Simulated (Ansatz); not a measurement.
# Zn5CdS6: the cost of one run

Method: DFT PBE, scalar-relativistic, plane waves, PAW, unless a step names another level, in Ansatz 0.2.0.

1 further run of the same task is left out (it didn't finish). Runs told in other sessions of the task aren't counted.

## 1. Starting point

The structure is trigonal, space group P3m1 (No. 156). The conventional cell has a = 3.894 Å, b = 3.894 Å, c = 19.277 Å, α = 90.00°, β = 90.00°, γ = 120.00°. Around Zn (site symmetry 3m) lie 4 S at 2.36 to 2.38 Å. Zn (site symmetry 3m) has 4 S at 2.35 to 2.37 Å in its first shell of neighbours. Around Cd (site symmetry 3m) lie 4 S at 2.50 to 2.55 Å. Around S (site symmetry 3m) lie 4 Zn at 2.36 to 2.37 Å. S (site symmetry 3m) has 3 Zn at 2.38 Å and 1 Cd at 2.55 Å in its first shell of neighbours. Only part of the 12 independent sites is listed.

As a file:

```cif
data_structure
_symmetry_space_group_name_H-M 'P3m1'
_symmetry_Int_Tables_number 156
_cell_length_a 3.8936
_cell_length_b 3.8936
_cell_length_c 19.2772
_cell_angle_alpha 90.000
_cell_angle_beta 90.000
_cell_angle_gamma 120.000
_cell_volume 253.10
loop_
_atom_site_label
_atom_site_type_symbol
_atom_site_symmetry_multiplicity
_atom_site_Wyckoff_symbol
_atom_site_fract_x
_atom_site_fract_y
_atom_site_fract_z
_atom_site_occupancy
Zn1 Zn 1 b 0.33333 0.66667 0.99588 1
Zn2 Zn 1 b 0.33333 0.66667 0.67100 1
Zn3 Zn 1 c 0.66667 0.33333 0.15794 1
Zn4 Zn 1 c 0.66667 0.33333 0.50861 1
Zn5 Zn 1 c 0.66667 0.33333 0.83343 1
Cd1 Cd 1 b 0.33333 0.66667 0.33621 1
S1 S 1 b 0.33333 0.66667 0.11831 1
S2 S 1 b 0.33333 0.66667 0.46847 1
S3 S 1 b 0.33333 0.66667 0.79344 1
S4 S 1 c 0.66667 0.33333 0.27982 1
S5 S 1 c 0.66667 0.33333 0.63103 1
S6 S 1 c 0.66667 0.33333 0.95586 1
```

It is the end of an earlier relaxation with the same method, from a generated guess; it needn't be the stable form of this composition. At a tolerance of 0.02 Å it has space group P3m1 (No. 156); it has 21.09 Å³/atom, an uncorrected energy of -0.78 eV/atom over the elements and, on its mesh, gap 1.58 eV.

## 2. Band edges anywhere in the zone

Contents of input.yaml:

```yaml
crystal:
  lattice:
    - [3.8936491629, 0.0, 0.0]
    - [-1.9468245815, 3.3719990885, 0.0]
    - [0.0, 0.0, 19.27717031]
  atoms:
    - { symbol: Zn, position: [0.3333333333, 0.6666666667, 0.9958812979] }
    - { symbol: Zn, position: [0.3333333333, 0.6666666667, 0.6710020844] }
    - { symbol: Zn, position: [0.6666666667, 0.3333333333, 0.1579405223] }
    - { symbol: Zn, position: [0.6666666667, 0.3333333333, 0.5086136927] }
    - { symbol: Zn, position: [0.6666666667, 0.3333333333, 0.8334316935] }
    - { symbol: Cd, position: [0.3333333333, 0.6666666667, 0.336205113] }
    - { symbol: S, position: [0.3333333333, 0.6666666667, 0.1183145243] }
    - { symbol: S, position: [0.3333333333, 0.6666666667, 0.4684687018] }
    - { symbol: S, position: [0.3333333333, 0.6666666667, 0.793435121] }
    - { symbol: S, position: [0.6666666667, 0.3333333333, 0.2798172435] }
    - { symbol: S, position: [0.6666666667, 0.3333333333, 0.6310326838] }
    - { symbol: S, position: [0.6666666667, 0.3333333333, 0.9558573219] }
basis:
  ecutwfc: 420
kpoints:
  mp_grid: { grid: [12, 12, 2] }
  band_path: { path: [VBM, CBM], npoints: 2 }
hamiltonian:
  xc: pbe
scf:
  occupations: { method: gaussian, width: 0.02 }
output:
  forces: false
  stress: false
  eigenvalues: true
checkpoint:
  read: start.run
  write: ck
  compress: false
  write_wavefunctions: false
  write_every: 100000
```

The run is started by

```bash
ansatz run input.yaml --threads 4 --pin off --max-ram 8192MiB --backend cpu --events-out ev --progress --plain --runs-dir out
```

What time and memory should one allow on 4 threads of Intel Xeon at 2.70GHz, shared host?

About 38 s, with a peak of 0.97 GiB.
